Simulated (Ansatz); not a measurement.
**SiGe5N8: the band gap up the ladder of functionals**

The task here is to estimate one member of a computed series from the others.

Code: Ansatz 0.2.0. PAW datasets, plane waves. All values are calculated for a non-magnetic cell, which may be hypothetical.

## Starting point

The cell was relaxed beforehand with r2SCAN.

The symmetry is Pm (No. 6, monoclinic); a = 7.962 Å, b = 3.050 Å, c = 7.973 Å, β = 119.9° in the conventional setting, 11.99 Å³ an atom. Near Ge stand 4 N at 1.83–1.84 Å; near Si stand 4 N at 1.73–1.78 Å; near Ge stand 4 N at 1.83 Å; near Ge stand 4 N at 1.83–1.87 Å; near Ge stand 4 N at 1.82–1.83 Å.

Coordinates:

```cif
data_structure
_symmetry_space_group_name_H-M 'Pm'
_symmetry_Int_Tables_number 6
_cell_length_a 7.9615
_cell_length_b 3.0498
_cell_length_c 7.9730
_cell_angle_alpha 90.000
_cell_angle_beta 119.894
_cell_angle_gamma 90.000
_cell_volume 167.84
loop_
_atom_site_label
_atom_site_type_symbol
_atom_site_symmetry_multiplicity
_atom_site_Wyckoff_symbol
_atom_site_fract_x
_atom_site_fract_y
_atom_site_fract_z
_atom_site_occupancy
Ge1 Ge 1 b 0.16665 0.50000 0.76379 1
Si1 Si 1 a 0.76550 0.00000 0.59179 1
Ge2 Ge 1 a 0.40846 0.00000 0.17332 1
Ge3 Ge 1 b 0.59768 0.50000 0.82518 1
Ge4 Ge 1 b 0.23415 0.50000 0.40645 1
Ge5 Ge 1 a 0.82756 0.00000 0.23700 1
N1 N 1 b 0.33338 0.50000 0.66754 1
N2 N 1 a 0.66978 0.00000 0.34303 1
N3 N 1 b 0.33292 0.50000 0.02744 1
N4 N 1 a 0.01722 0.00000 0.69693 1
N5 N 1 a 0.30002 0.00000 0.32858 1
N6 N 1 b 0.70104 0.50000 0.66015 1
N7 N 1 a 0.67401 0.00000 0.97176 1
N8 N 1 b 0.97164 0.50000 0.30703 1
```

The first run:

Input file input.yaml:

```yaml
crystal:
  lattice:
    - [7.9730271815, 0.0, -0.0106953082]
    - [0.0, 3.0498079669, 0.0]
    - [-3.9957725483, 0.0, 6.9076129373]
  atoms:
    - { symbol: Ge, position: [0.5971429233, 0.5, 0.8333530411] }
    - { symbol: Si, position: [0.8262824943, 0.0, 0.2344957567] }
    - { symbol: Ge, position: [0.7648632328, 0.0, 0.5915414444] }
    - { symbol: Ge, position: [0.2275010538, 0.5, 0.4023187592] }
    - { symbol: Ge, position: [0.1723020799, 0.5, 0.7658545193] }
    - { symbol: Ge, position: [0.4094395819, 0.0, 0.1724383851] }
    - { symbol: "N", position: [0.3341582741, 0.5, 0.6666158814] }
    - { symbol: "N", position: [0.6732471742, 0.0, 0.3302171272] }
    - { symbol: "N", position: [0.6945222863, 0.5, 0.6670849267] }
    - { symbol: "N", position: [0.6797157191, 0.0, 0.9827842401] }
    - { symbol: "N", position: [0.0285672449, 0.0, 0.6999832651] }
    - { symbol: "N", position: [0.9591132405, 0.5, 0.2989637047] }
    - { symbol: "N", position: [0.2977538235, 0.0, 0.3259909818] }
    - { symbol: "N", position: [0.3353908715, 0.5, 0.0283579671] }
kpoints:
  mp_grid: { grid: [4, 8, 4] }
  band_path:
    path:
      - [0.0, 0.0, 0.0]
      - [7.068337063111e-18, 0.5, -7.068337063111e-18]
      - [0.5, 0.5, -0.5]
      - [0.5, 3.348668691895e-35, -0.5]
      - [0.0, 0.0, 0.0]
      - [0.5, -3.229858798293e-19, -1.211663843291e-17]
      - [0.5, 0.5, -1.211663843291e-17]
      - [7.068337063111e-18, 0.5, -7.068337063111e-18]
      - [-1.148900168736e-16, 0.5, 0.5]
      - [-1.177889599426e-16, -3.229858798293e-19, 0.5]
      - [0.0, 0.0, 0.0]
    npoints: 10
hamiltonian:
  xc: pbe
scf:
  occupations: { method: fermi_dirac, width: 0.02 }
  n_extra_bands: 7
output:
  forces: true
  stress: true
  eigenvalues: true
```

Steps of the session up to this table: Band structure with PBE; Single point with r2SCAN; HSE06; PBE+SOC; PBE0.

One of the session's tables, all rows but one given; the rest of the session is left out.

| level | gap (eV) |
| --- | --- |
| PBE | 2.58 |
| r2SCAN | ? |
| HSE06 | 4.10 |
| PBE+SOC | 2.58 |
| PBE0 | 4.84 |

Q: Estimate the row for r2SCAN from the others.

The run gave: gap (eV): 3.07. In the column «gap (eV)» it lies between PBE+SOC (2.58) and HSE06 (4.10).

Meshes: PBE 4×8×4, r2SCAN 4×8×4, HSE06 2×6×2, PBE+SOC 4×8×4, PBE0 2×6×2

PBE gives the least gap, 2.58 eV, and PBE0 the largest, 4.84 eV. PBE reaches 63 % of the HSE06 value, and r2SCAN 75 %. PBE0 lies 0.74 eV above HSE06, which differs from it by screening the long-range exchange.

Caveats from the session: Warnings in the runs' records: stress scf threshold loose, stress exchange threshold loose.
